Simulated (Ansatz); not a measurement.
# F2H6O2Si3: the cost of one run

Program: Ansatz 0.2.0. Level of theory: RKS B3LYP-D4/STO-3G. These are calculated values, not measurements.

## (1) The system as given

Bond lengths: Si1–F2 1.590 Å, Si1–F3 1.590 Å, Si1–O4 1.679 Å, O4–Si5 1.680 Å, Si5–H6 1.460 Å, Si5–H7 1.460 Å, Si5–H8 1.460 Å, Si1–O9 1.679 Å, O9–Si10 1.680 Å, Si10–H11 1.460 Å, Si10–H12 1.460 Å, Si10–H13 1.460 Å. Angles (14 of 20 angles, heavy atoms first): F2–Si1–F3 109.5°, F2–Si1–O4 109.5°, F2–Si1–O9 109.5°, F3–Si1–O4 109.5°, F3–Si1–O9 109.5°, O4–Si1–O9 109.5°, Si1–O4–Si5 125.0°, Si1–O9–Si10 125.0°, O4–Si5–H6 109.5°, O4–Si5–H7 109.5°, O4–Si5–H8 109.5°, O9–Si10–H11 109.5°, O9–Si10–H12 109.5°, O9–Si10–H13 109.5°.

Structure file:

```xyz
13

Si    0.0000    0.0000    0.0000
F     0.0000    0.0000    1.5900
F     1.4994    0.0000   -0.5295
O    -0.7913    1.3709   -0.5594
Si   -2.4002    1.4263   -1.0396
H    -3.2124    0.6421   -0.1138
H    -2.8620    2.8114   -1.0378
H    -2.5267    0.8736   -2.3850
O    -0.7913   -1.3709   -0.5594
Si   -1.6730   -2.4329    0.3983
H    -1.2634   -2.2870    1.7920
H    -3.0964   -2.1323    0.2761
H    -1.4264   -3.8036   -0.0398
```

## (2) Relaxing the start

The input, input.yaml:

```yaml
crystal:
  periodic: [false, false, false]
  atoms:
    - { symbol: Si, position_ang: [0.0, 0.0, 0.0] }
    - { symbol: F, position_ang: [0.0, 0.0, 1.59] }
    - { symbol: F, position_ang: [1.4994, 0.0, -0.5295] }
    - { symbol: O, position_ang: [-0.7913, 1.3709, -0.5594] }
    - { symbol: Si, position_ang: [-2.4002, 1.4263, -1.0396] }
    - { symbol: H, position_ang: [-3.2124, 0.6421, -0.1138] }
    - { symbol: H, position_ang: [-2.862, 2.8114, -1.0378] }
    - { symbol: H, position_ang: [-2.5267, 0.8736, -2.385] }
    - { symbol: O, position_ang: [-0.7913, -1.3709, -0.5594] }
    - { symbol: Si, position_ang: [-1.673, -2.4329, 0.3983] }
    - { symbol: H, position_ang: [-1.2634, -2.287, 1.792] }
    - { symbol: H, position_ang: [-3.0964, -2.1323, 0.2761] }
    - { symbol: H, position_ang: [-1.4264, -3.8036, -0.0398] }
basis:
  gaussian: { orbitals: STO-3G }
hamiltonian:
  xc: b3lyp
  dispersion: d4
relax:
  f_tol: 0.02
  max_steps: 40
```

On the command line:

```bash
$ ansatz run input.yaml --threads 1 --pin off --max-ram 2048MiB --backend cpu --events-out ev --progress --plain --runs-dir out
```

**Question.** How long does this run take on 1 thread of AMD EPYC 7R43 (Zen 3), shared host, and how much memory does it need?

About 1.8 min, with a peak of 0.17 GiB.
